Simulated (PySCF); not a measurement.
# As₃⁺: singlet, from a linear chain start

The task is one start of a wider search on As₃⁺: the singlet, from a linear chain start. It is relaxed, tested by its Hessian and followed downhill if it is a saddle.

Computed with PySCF 2.14.0. Level: PBE0, basis As def2-TZVP, no relativity, density fitting.

### 1 Starting geometry

3 atoms, charge 1, spin multiplicity 1.

Bond lengths: As1–As2 2.299 Å, As1–As3 2.299 Å. Angles: As2–As1–As3 180.0°.

```xyz
3
charge 1 multiplicity 1
As    0.0000    0.0000    0.0000
As    0.0000    0.0000    2.2990
As    0.0000    0.0000   -2.2990
```

### 2 The SCF at the typed geometry

One driver script runs all steps and calls PySCF; scf.py shows how it sets up the SCF of each step. The optimiser is the driver's own. After this first run the driver tries any further starts and a stability analysis.

The input, scf.py:

```python
from pyscf import gto, scf, dft
mol = gto.M(atom='''
As     0.000000     0.000000     0.000000
As     0.000000     0.000000     2.299000
As     0.000000     0.000000    -2.299000''',
    basis={'As': 'def2-TZVP'},
    charge=1, spin=0)
mf = dft.RKS(mol, xc='PBE0')
mf.grids.atom_grid = (50, 194)
aux = {'As': 'def2-universal-JKFIT'}
mf = mf.density_fit(auxbasis=aux)
mf.conv_tol = 1e-08
mf.diis_space = 10
mf.max_cycle = 60
mf.init_guess = 'minao'
mf.verbose = 4
mf.kernel()
```

Launch:

```sh
$ OMP_NUM_THREADS=4 python axn.py task.json out
```

The program printed:

```text
init E= -6704.72131094751
cycle= 1 E= -6706.40992971177  delta_E= -1.69  |g|= 0.732  |ddm|= 2.55
  HOMO = -0.449639405699282  LUMO = -0.413986845203426  gap/eV = 0.97016
cycle= 2 E= -6706.41839877969  delta_E= -0.00847  |g|= 0.72  |ddm|= 0.82
  HOMO = -0.423835861536614  LUMO = -0.386615775773068  gap/eV = 1.01281
cycle= 3 E= -6706.45396766247  delta_E= -0.0356  |g|= 0.091  |ddm|= 0.383
  HOMO = -0.422368271632998  LUMO = -0.384456261256298  gap/eV = 1.03164
cycle= 4 E= -6706.45584669018  delta_E= -0.00188  |g|= 0.0412  |ddm|= 0.126
  HOMO = -0.41913416783076  LUMO = -0.380421652862029  gap/eV = 1.05342
cycle= 5 E= -6706.45639686257  delta_E= -0.00055  |g|= 0.00383  |ddm|= 0.0479
  HOMO = -0.419536737570404  LUMO = -0.380683222433947  gap/eV = 1.05726
cycle= 6 E= -6706.45640188147  delta_E= -5.02e-06  |g|= 0.00152  |ddm|= 0.00674
  HOMO = -0.419557135991476  LUMO = -0.380680634877248  gap/eV = 1.05788
cycle= 7 E= -6706.45640290901  delta_E= -1.03e-06  |g|= 0.000209  |ddm|= 0.00203
  HOMO = -0.419547222462923  LUMO = -0.380651930522076  gap/eV = 1.05839
cycle= 8 E= -6706.45640293761  delta_E= -2.86e-08  |g|= 4.12e-05  |ddm|= 0.000507
  HOMO = -0.419555648852898  LUMO = -0.380657020748103  gap/eV = 1.05849
cycle= 9 E= -6706.45640293843  delta_E= -8.19e-10  |g|= 1.02e-05  |ddm|= 8.96e-05
  HOMO = -0.41955488379708  LUMO = -0.380655801004347  gap/eV = 1.05850
Extra cycle  E= -6706.45640293842  delta_E= 1.46e-11  |g|= 1.22e-05  |ddm|= 2.45e-05
converged SCF energy = -6706.45640293842
```

This step, with its further starts and checks, needed 28 s of wall time on 4 threads of Arm Neoverse V1, shared host.

The starts that the driver tried:

```
                      start   energy (Eh)
    the minimal-basis guess  -6706.456403
a thermally smeared density  -6706.456403
      a smeared PBE density  -6706.456403
```

The test of internal stability and the other starts found no lower closed-shell solution.

### 3 Relaxing the singlet from the linear chain start

The program finds D∞h symmetry in the start, which this walk keeps. The walk stops when the largest gradient is under 0.0003 Eh/bohr and the energy has settled too.

Edit scf.py of step 2 so:

```diff
@@ -15 +14,0 @@
-mf.init_guess = 'minao'
```

Energy and gradient, step by step:

```
step   energy (Eh)  change (kJ/mol)  largest symmetric gradient (Eh/bohr)
   0  -6706.456403             0.00                               0.04000
   1  -6706.466544           -26.62                               0.00855
   2  -6706.466866           -27.47                               0.00279
   3  -6706.466901           -27.56                               0.00013
   4  -6706.466901           -27.56                               0.00000
```

The walk took 35 s.

End point (D∞h, 4 steps, 27.6 kJ/mol gained): As–As 2.172 Å (×2); As–As–As 180.0°.

### 4 Hessian and properties

The point is checked on the finer grid, and tightened if its gradient asks for it. The Hessian and the dipole derivatives come from central differences of analytic gradients, with steps of 0.02 bohr.

Edit scf.py of step 3 so:

```diff
@@ -4,2 +4,2 @@
-As     0.000000     0.000000     2.299000
-As     0.000000     0.000000    -2.299000''',
+As     0.000000    -0.000000     2.172183
+As    -0.000000     0.000000    -2.172183''',
@@ -9 +9 @@
-mf.grids.atom_grid = (50, 194)
+mf.grids.atom_grid = (75, 302)
@@ -12 +12 @@
-mf.conv_tol = 1e-08
+mf.conv_tol = 1e-10
```

The driver hands on the density of the step before, so the log starts near convergence.

Log of the central SCF (cycles and frontier levels):

```text
init E= -6706.46686991462
  HOMO = -0.42477856947901  LUMO = -0.385061039387167  gap/eV = 1.08077
cycle= 1 E= -6706.46686991239  delta_E= 2.23e-09  |g|= 7.49e-05  |ddm|= 0.000102
  HOMO = -0.424778498938257  LUMO = -0.385060989375018  gap/eV = 1.08077
cycle= 2 E= -6706.46686987815  delta_E= 3.42e-08  |g|= 0.000293  |ddm|= 0.000399
  HOMO = -0.424778544118864  LUMO = -0.385061023936788  gap/eV = 1.08077
cycle= 3 E= -6706.46686991476  delta_E= -3.66e-08  |g|= 7.34e-06  |ddm|= 0.000319
  HOMO = -0.424778562847877  LUMO = -0.385061038443267  gap/eV = 1.08077
cycle= 4 E= -6706.46686991478  delta_E= -2.46e-11  |g|= 5.33e-07  |ddm|= 7.12e-06
  HOMO = -0.424778554999374  LUMO = -0.385061029691835  gap/eV = 1.08077
Extra cycle  E= -6706.46686991478  delta_E= 2.73e-12  |g|= 7.35e-07  |ddm|= 5.5e-06
converged SCF energy = -6706.46686991478
```

The whole step took 78 s.

Geometry: D∞h; As–As 2.172 Å (×2); As–As–As 180.0°.

Modes, for the most abundant isotopes:

```tsv
ω (cm⁻¹)	IR (km/mol)	type
26	0.4	bend
70	1.3	bend
278	0.0	stretch
374	16.8	stretch
```

No imaginary mode, so this is a minimum.

The SCF density has lower symmetry than the nuclear frame, so the modes carry no labels; pairs that should be degenerate can split.

Properties at this point:

* Dipole moment about the centre of mass: 0.00 D
* Highest occupied level: -11.56 eV
* Lowest empty level: -10.48 eV
* Rotational constants: 0.02384 cm⁻¹
* Zero-point energy: 4.5 kJ/mol
* Principal polarisabilities: 48.1, 50.1, 169.9 bohr³
* Principal traceless quadrupole moments about the centre of mass: -18.55, -8.52, 27.07 D Å
* Entropy at 298.15 K and 1 bar: 308.4 J/(mol K)
* Heat capacity Cp at 298.15 K: 59.2 J/(mol K)
* Enthalpy at 298.15 K above 0 K: 15.15 kJ/mol
* Rotational symmetry number: 2

Charges (e) and bond orders:

```tsv
atom	Mulliken	Löwdin	polar tensor	Mayer order to As1
As1	0.19	0.19	-0.11	–
As2,3	0.40	0.40	0.55	1.82
```

Outer orbital energies (eV). occupied: -51.95, -25.13, -22.86, -18.62, -14.72, -13.65, -13.65, -11.56; empty: -10.48, -7.73, -7.69, -7.43.

Mulliken populations on As1: s 7.69, p 14.94, d 10.16, f 0.02.

### 5 A spin-polarised start

A stability analysis found the closed shell of the lowest minimum unstable towards spin polarisation, so the unrestricted solution is followed.

The program finds D∞h symmetry in the start, which may break. Threshold on the gradient: 0.0003 Eh/bohr, with a further test on the energy change.

Edit scf.py of step 4 so:

```diff
@@ -8,2 +8,2 @@
-mf = dft.RKS(mol, xc='PBE0')
-mf.grids.atom_grid = (75, 302)
+mf = dft.UKS(mol, xc='PBE0')
+mf.grids.atom_grid = (50, 194)
@@ -12 +12 @@
-mf.conv_tol = 1e-10
+mf.conv_tol = 1e-08
```

Steps of the walk:

```
step   energy (Eh)  change (kJ/mol)  largest gradient (Eh/bohr)
   0  -6706.493147             0.00                     0.00296
   1  -6706.493189            -0.11                     0.00026
   2  -6706.493189            -0.11                     0.00001
```

The walk took 25 s.

End point (D∞h, 2 steps, 0.1 kJ/mol gained): As–As 2.180 Å (×2); As–As–As 180.0°.

### 6 Vibrations and properties at this point

As before: finer grid, then central differences.

Edit scf.py of step 5 so:

```diff
@@ -3,3 +3,3 @@
-As     0.000000     0.000000     0.000000
-As     0.000000    -0.000000     2.172183
-As    -0.000000     0.000000    -2.172183''',
+As    -0.000000    -0.000000    -0.000000
+As     0.000000    -0.000000     2.179704
+As    -0.000000     0.000000    -2.179704''',
@@ -9 +9 @@
-mf.grids.atom_grid = (50, 194)
+mf.grids.atom_grid = (75, 302)
@@ -12 +12 @@
-mf.conv_tol = 1e-08
+mf.conv_tol = 1e-10
```

SCF at the final geometry:

```text
init E= -6706.49316039074
[... the frontier-level lines of each cycle are left out ...]
cycle= 1 E= -6706.49316039074  delta_E= 3.64e-12  |g|= 1.61e-06  |ddm|= 2.65e-06
Extra cycle  E= -6706.49316039073  delta_E= 7.28e-12  |g|= 4.81e-06  |ddm|= 7.24e-06
converged SCF energy = -6706.49316039073  <S^2> = 1.0981386  2S+1 = 2.3221874
```

The whole step needed 94 s of wall time on 4 threads of Arm Neoverse V1, shared host.

Geometry: D∞h; As–As 2.180 Å (×2); As–As–As 180.0°.

Harmonic modes (main isotopes):

```tsv
ω (cm⁻¹)	IR (km/mol)	type
47	0.7	bend
47	0.7	bend
270	0.0	stretch
301	16.1	stretch
```

No imaginary mode, so this is a minimum.

The SCF density has lower symmetry than the nuclear frame, so the modes carry no labels; pairs that should be degenerate can split.

Constants and moments:

| Item | Value |
| --- | --- |
| Dipole moment about the centre of mass | 0.00 D |
| Highest occupied level | -12.22 eV |
| Lowest empty level | -9.72 eV |
| Rotational constants | 0.02368 cm⁻¹ |
| Zero-point energy | 4.0 kJ/mol |
| Principal polarisabilities | 49.0, 49.0, 165.4 bohr³ |
| Principal traceless quadrupole moments about the centre of mass | -13.58, -13.58, 27.16 D Å |
| Entropy at 298.15 K and 1 bar | 308.4 J/(mol K) |
| Heat capacity Cp at 298.15 K | 59.9 J/(mol K) |
| Enthalpy at 298.15 K above 0 K | 15.40 kJ/mol |
| Rotational symmetry number | 2 |
| Spin squared ⟨S²⟩ | 1.098 |

Charges (e) and bond orders:

```csv
atom,Mulliken,Löwdin,polar tensor,spin (Mulliken),Mayer order to As1
As1,0.20,0.20,-0.10,0.00,–
"As2,3",0.40,0.40,0.55,0.00,1.75
```

Outer orbital energies (eV). α occupied: -51.95, -25.06, -22.80, -18.60, -14.68, -13.92, -13.37, -12.22; empty: -9.72, -8.00, -7.45, -7.31. β occupied: -51.95, -25.06, -22.80, -18.60, -14.68, -13.92, -13.37, -12.22; empty: -9.72, -8.00, -7.45, -7.31.

Mulliken populations on As1: s 7.70, p 14.94, d 10.14, f 0.02.

### 7 All stationary points

| spin | group | bonds | imaginary modes (cm⁻¹) | ΔE (kJ/mol) | with zero-point energy |
| --- | --- | --- | --- | --- | --- |
| broken-symmetry (Ms = 0) | D∞h (density of lower symmetry) | As–As 2.180 Å (×2) | none | 0.0 | 0.0 |
| singlet | D∞h (density of lower symmetry) | As–As 2.172 Å (×2) | none | 69.0 | 69.5 |

### 8 Outcome

```
                                          quantity                                value
                                           minimum        broken-symmetry (Ms = 0), D∞h
                                          geometry  As–As 2.180 Å (×2); As–As–As 180.0°
                                wavenumbers (cm⁻¹)                     47, 47, 270, 301
                    dipole moment (centre of mass)                               0.00 D
highest occupied, lowest empty level (either spin)                     -12.22, -9.72 eV
                        polar-tensor charge of As1                              -0.10 e
                                 zero-point energy                           4.0 kJ/mol
                               entropy at 298.15 K                      308.4 J/(mol K)
                                              ⟨S²⟩                                1.098
```

In words: The molecule stays D∞h, as typed, and the end point is a minimum. The determinant is spin-contaminated (⟨S²⟩ = 1.10 against 0.00), so it is no pure spin state. The strongest infrared band lies at 301 cm⁻¹ (stretch). Other starts or spin states, not run here, may lie lower. The SCF density has lower symmetry than the nuclear frame.

The search up to here took 4.5 min.
